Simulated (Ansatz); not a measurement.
# H2SeO: one structure at several levels

The task here is to estimate one member of a computed series from the others.

Program: Ansatz 0.2.0, Gaussian basis. Level of theory: single points in def2-TZVPP. These are calculated values, not measurements.

Correlated methods freeze the cores. Filled d shells of the heavier atoms are correlated.

### The system as given

SMILES `O[SeH]`, 4 atoms, charge 0, spin multiplicity 1.

Atoms are counted from 1 here; the program's logs count them from 0.

Bond lengths: O1–Se2 1.905 Å, O1–H3 1.063 Å, Se2–H4 1.568 Å. Angles: Se2–O1–H3 111.4°, O1–Se2–H4 93.6°.

As a file:

```xyz
4
H2OSe
O    -0.31150   -0.56280    0.74810
Se    0.49700    0.99050   -0.00310
H     0.26520   -1.43310    0.55050
H    -0.43670    0.98860   -1.26250
```

The first run:

The input, run/in.yaml:

```yaml
crystal:
  periodic: [false, false, false]
  atoms:
    - {symbol: O, position_ang: [-0.311500, -0.562800, 0.748100]}
    - {symbol: Se, position_ang: [0.497000, 0.990500, -0.003100]}
    - {symbol: H, position_ang: [0.265200, -1.433100, 0.550500]}
    - {symbol: H, position_ang: [-0.436700, 0.988600, -1.262500]}
basis:
  gaussian: {orbitals: def2-TZVPP}
correlation: {method: ccsd_t}
output: {forces: true}
```

The command line of these runs was not kept.

Steps of the session up to this table: CCSD(T)/def2-TZVPP; PBE0-D4/def2-TZVPP; wB97M-V/def2-TZVPP; r2SCAN-D4/def2-TZVPP; PBE-D4/def2-TZVPP; wB97X-V/def2-TZVPP; HSE06-D4/def2-TZVPP.

One table of the session follows, with a row left open; its other results are not shown here.

| method | RMS force component (eV/Å) | angle to CCSD(T) forces (°) | dipole (D) |
| --- | --- | --- | --- |
| CCSD(T) | 1.601 | reference | 1.55 |
| PBE0-D4 | 1.664 | 3.8 | 1.56 |
| wB97M-V | 1.675 | 3.5 | 1.60 |
| r2SCAN-D4 | 1.551 | 1.2 | 1.51 |
| PBE-D4 | 1.340 | 3.9 | 1.47 |
| wB97X-V | ? | ? | ? |
| HSE06-D4 | 1.660 | 3.8 | 1.56 |

Q: Estimate the row for wB97X-V from the others.

As computed: RMS force component (eV/Å): 1.704; angle to CCSD(T) forces (°): 4.6; dipole (D): 1.61. In the column «RMS force component (eV/Å)» it is the highest.
